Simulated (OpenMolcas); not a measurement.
**CH7NOSi (SMILES OCN[SiH3]): levels of theory compared**

Wanted: a comparison of 6 runs (HF/3-21G, HF/cc-pVDZ, B3LYP/cc-pVDZ, BLYP/cc-pVDZ, M06-2X/cc-pVDZ, MP2/cc-pVDZ) of CH7NOSi. 

Program for the calculation: OpenMolcas 26.06.

1 further run of the same task is left out (set aside as unsound or not needed).

### 1 The molecule

The species is CH7NOSi (11 atoms), meant as a singlet with charge 0. SMILES: `OCN[SiH3]`. The coordinates come from a PBE0-D4/def2-TZVP relaxation. This is one conformer, not always the lowest.

Bond lengths: O1–C2 1.405 Å, C2–N3 1.432 Å, N3–Si4 1.720 Å, O1–H5 0.962 Å, C2–H6 1.095 Å, C2–H7 1.100 Å, N3–H8 1.009 Å, Si4–H9 1.487 Å, Si4–H10 1.492 Å, Si4–H11 1.485 Å. Some angles: O1–C2–N3 112.6°, C2–N3–Si4 124.6°, O1–C2–H6 104.7°, O1–C2–H7 111.2°, N3–C2–H6 112.6°, N3–C2–H7 107.8°, C2–O1–H5 107.2°, C2–N3–H8 113.6°, Si4–N3–H8 119.4°, N3–Si4–H9 108.0°.

### 2 Energy and gradient at HF/3-21G (run 1)

run.inp reads:

```
&GATEWAY
 BasLib = $CurrDir
 Coord
 11
 angstrom
 O       -1.208000       1.808500      -0.668400
 C       -0.009800       1.197800      -0.260600
 N        0.021500      -0.204300      -0.552200
 Si       0.472500      -1.425900       0.571200
 H       -1.930700       1.291100      -0.299300
 H        0.776900       1.753100      -0.781300
 H        0.150800       1.320600       0.820400
 H        0.033200      -0.410500      -1.539700
 H       -0.212700      -1.140500       1.860100
 H        1.934400      -1.515500       0.858100
 H        0.037100      -2.731600       0.012700
 Basis = 3-21G
 Group = NoSym

&SEWARD

&SCF
 Thresholds = 1e-10 1e-07 1e-07 1e-05
 PrOrbitals = 1 1

&ALASKA
```

The basis set 3-21G is read from a file made from the Basis Set Exchange's data (not shown).

Started as:

```bash
$ export MOLCAS_MEM=1860
$ pymolcas run.inp > run.log
```

The log of the run:

```text
--- Start Module: gateway ---
[...]
--- Stop Module: gateway /rc=_RC_ALL_IS_WELL_ ---
[...]
      Basis functions           54
[...]
--- Start Module: scf ---
[...]
       Convergence after  13 Iterations
[...]
::    Total SCF energy                               -457.6975472126
[...]
      Total spin, S                                     0.0000000000
[...]
      Total electronic charge=   42.000000
      Total            charge=   -0.000000
[...]
      Dipole Moment (debye):
      Origin of the operator (angstrom)=   -0.0665   -0.0116   -0.0601
                   X=  4.7706E-01               Y= -1.2325E+00               Z=  3.1866E-01           Total=  1.3595E+00
      Quadrupole Moment (debye*angstrom):
[...]
--- Stop Module: scf /rc=_RC_ALL_IS_WELL_ ---
[...]
--- Start Module: alaska ---
[...]
 *              Molecular gradients               *
 **************************************************
  Irreducible representation: a
 ------------------------------------------------------------------------------------------
                              X                       Y                       Z
 ------------------------------------------------------------------------------------------
  O1                1.22637718270804E-02   -6.75538673450049E-03    3.23214986871889E-03
  C2               -2.28979326260708E-02   -1.33220370606497E-02   -8.67289037081563E-03
  N3               -4.28904036920130E-03   -1.96596190626397E-03    1.96004451153557E-02
  SI4              -3.62941459964006E-03    1.52389360592959E-02   -1.12835776654663E-02
  H5                8.31412931274800E-03   -2.75235869009682E-04    8.35414024461523E-04
  H6                5.60499649990120E-03    5.55640828448700E-03   -4.91773199064482E-03
  H7                9.93561247711772E-04   -3.73589971561561E-04    8.61356254320000E-03
  H8                3.48616898816106E-03   -1.15019453996135E-03   -5.12782192682604E-03
[...]
--- Stop Module: alaska /rc=_RC_ALL_IS_WELL_ ---
[...]
```

It took 4.2 s on 1 thread of Intel Xeon Platinum 8259CL at 2.50GHz (Skylake/Cascade Lake), shared host; peak memory 0.39 GiB.

### 3 Energy and forces at HF/cc-pVDZ (run 2)

geom.xyz reads:

```xyz
11

O     -1.208000     1.808500    -0.668400
C     -0.009800     1.197800    -0.260600
N      0.021500    -0.204300    -0.552200
Si     0.472500    -1.425900     0.571200
H     -1.930700     1.291100    -0.299300
H      0.776900     1.753100    -0.781300
H      0.150800     1.320600     0.820400
H      0.033200    -0.410500    -1.539700
H     -0.212700    -1.140500     1.860100
H      1.934400    -1.515500     0.858100
H      0.037100    -2.731600     0.012700
```

job.inp reads:

```
&GATEWAY
BasLib = $CurrDir
Coord = geom.xyz
Basis = cc-pVDZ
Group = NoSym
&SEWARD
&SCF
Thresholds = 1e-10 1e-07 1e-07 1e-05
PrOrbitals = 1 2
&ALASKA
```

The basis set cc-pVDZ is read from a file made from the Basis Set Exchange's data (not shown).

Started as:

```bash
$ export MOLCAS_MEM=1860
$ pymolcas job.inp > job.log
```

The log of the run:

```text
--- Start Module: gateway ---
[...]
--- Stop Module: gateway /rc=_RC_ALL_IS_WELL_ ---
[...]
      Basis functions           95
[...]
--- Start Module: scf ---
[...]
       Convergence after  13 Iterations
[...]
::    Total SCF energy                               -460.1991386947
[...]
      Total spin, S                                     0.0000000000
[...]
      Total electronic charge=   42.000000
      Total            charge=   -0.000000
[...]
      Dipole Moment (debye):
      Origin of the operator (angstrom)=   -0.0665   -0.0116   -0.0601
                   X=  2.3408E-01               Y= -9.1406E-01               Z=  8.9414E-02           Total=  9.4778E-01
      Quadrupole Moment (debye*angstrom):
[...]
--- Stop Module: scf /rc=_RC_ALL_IS_WELL_ ---
[...]
--- Start Module: alaska ---
[...]
 *              Molecular gradients               *
 **************************************************
  Irreducible representation: a
 ------------------------------------------------------------------------------------------
                              X                       Y                       Z
 ------------------------------------------------------------------------------------------
  O1                4.83723578512762E-03    1.47813603957356E-02   -1.03734397041615E-02
  C2                3.58849556101504E-03   -8.26637324951873E-03    1.85494576687839E-03
  N3                2.74302169705054E-03   -6.06205393388259E-03    1.22843537542527E-02
  SI4              -2.56581963525937E-03    9.15065230894641E-03   -6.47219699307211E-03
  H5               -1.16888224191216E-02   -9.75175290478747E-03    6.89453190015854E-03
  H6                1.58981200186803E-03    1.93499368795180E-03   -1.52903770727786E-03
  H7                1.47470079602785E-03   -1.22847384163371E-03    3.48726747941530E-03
  H8                1.67707488587701E-04   -1.39110410496546E-03   -5.68618885206273E-03
[...]
--- Stop Module: alaska /rc=_RC_ALL_IS_WELL_ ---
[...]
```

Wall time 16 s (1 thread of Intel Xeon Platinum 8259CL at 2.50GHz (Skylake/Cascade Lake), shared host); peak memory 0.53 GiB.

Runs 3 to 5 aren't shown in full; the table further down has their settings and results.

### 4 A single-point energy at MP2/cc-pVDZ (run 6)

calc.inp reads:

```
* CH7NOSi MP2
&GATEWAY
BasLib=$CurrDir
Coord
11
angstrom
O       -1.208000       1.808500      -0.668400
C       -0.009800       1.197800      -0.260600
N        0.021500      -0.204300      -0.552200
Si       0.472500      -1.425900       0.571200
H       -1.930700       1.291100      -0.299300
H        0.776900       1.753100      -0.781300
H        0.150800       1.320600       0.820400
H        0.033200      -0.410500      -1.539700
H       -0.212700      -1.140500       1.860100
H        1.934400      -1.515500       0.858100
H        0.037100      -2.731600       0.012700
Basis=cc-pVDZ
Group=NoSym
&SEWARD
&SCF
Thresholds=1e-10 1e-07 1e-07 1e-05
PrOrbitals=1 2
&MBPT2
Frozen=8
```

The basis set cc-pVDZ is read from a file made from the Basis Set Exchange's data (not shown).

Started as:

```bash
$ export MOLCAS_MEM=1860
$ pymolcas calc.inp > calc.log
```

The log of the run:

```text
--- Start Module: gateway ---
[...]
--- Stop Module: gateway /rc=_RC_ALL_IS_WELL_ ---
[...]
      Basis functions           95
[...]
--- Start Module: scf ---
[...]
       Convergence after  13 Iterations
[...]
::    Total SCF energy                               -460.1991386947
[...]
      Total spin, S                                     0.0000000000
[...]
      Total electronic charge=   42.000000
      Total            charge=   -0.000000
[...]
      Dipole Moment (debye):
      Origin of the operator (angstrom)=   -0.0665   -0.0116   -0.0601
                   X=  2.3408E-01               Y= -9.1406E-01               Z=  8.9414E-02           Total=  9.4778E-01
      Quadrupole Moment (debye*angstrom):
[...]
--- Stop Module: scf /rc=_RC_ALL_IS_WELL_ ---
[...]
--- Start Module: mbpt2 ---
[...]
WARNING!
Default frozen orbitals as non valence orbitals is overwritten by user input.
Default values:   5
[...]
       Reference weight ( Cref**2 )         =        0.84141
::    Total MBPT2 energy                             -460.8021061998
[...]
      Total MBPT2 calculations                           0.45      0.53
--- Stop Module: mbpt2 /rc=_RC_ALL_IS_WELL_ ---
[...]
```

Run time: 12 s. Hardware: 1 thread of Intel Xeon Platinum 8259CL at 2.50GHz (Skylake/Cascade Lake), shared host; peak memory 0.53 GiB.

### 5 Overview of the runs

```
run           level  integration grid      task  energy (Eh)  dipole moment (D) of the reference  HOMO energy (eV)  LUMO energy (eV)  wall time
  1        HF/3-21G                 –  gradient  -457.697547                                1.36            -10.35              4.56      4.2 s
  2      HF/cc-pVDZ                 –  gradient  -460.199139                                0.95            -10.51              4.13       16 s
  3   B3LYP/cc-pVDZ         UltraFine  gradient  -461.807300                                0.75             -6.72              0.70       83 s
  4    BLYP/cc-pVDZ         UltraFine  gradient  -461.707483                                0.67             -5.38              0.19       79 s
  5  M06-2X/cc-pVDZ         UltraFine  gradient  -461.688542                                0.83             -8.33              1.72    1.7 min
  6     MP2/cc-pVDZ                 –    energy  -460.802106                                0.95            -10.51              4.13       12 s
```

### 6 Results

| quantity | value |
| --- | --- |
| run 6: total energy | -460.80211 Eh |
| run 6: dipole moment (mean-field density) | 0.95 D |
| run 6: HOMO energy (Hartree–Fock orbitals) | -10.51 eV |
| run 6: LUMO energy (Hartree–Fock orbitals) | 4.13 eV |
| run 6: HOMO–LUMO gap (Hartree–Fock orbitals) | 14.64 eV |
| run 6: correlation energy (8 core orbitals frozen) | -603.0 mEh |

In words: Over runs 1, 2, 3, 4, 5 the dipole moment (its size) runs from 0.67 D (BLYP/cc-pVDZ) to 1.36 D (HF/3-21G). The two ends differ in method and basis. Over runs 1, 2, 3, 4, 5 the HOMO–LUMO gap runs from 5.57 eV (BLYP/cc-pVDZ) to 14.90 eV (HF/3-21G). Totals of different functionals can't be ranked against each other. All runs together took 4.9 min, the longest 1.7 min.
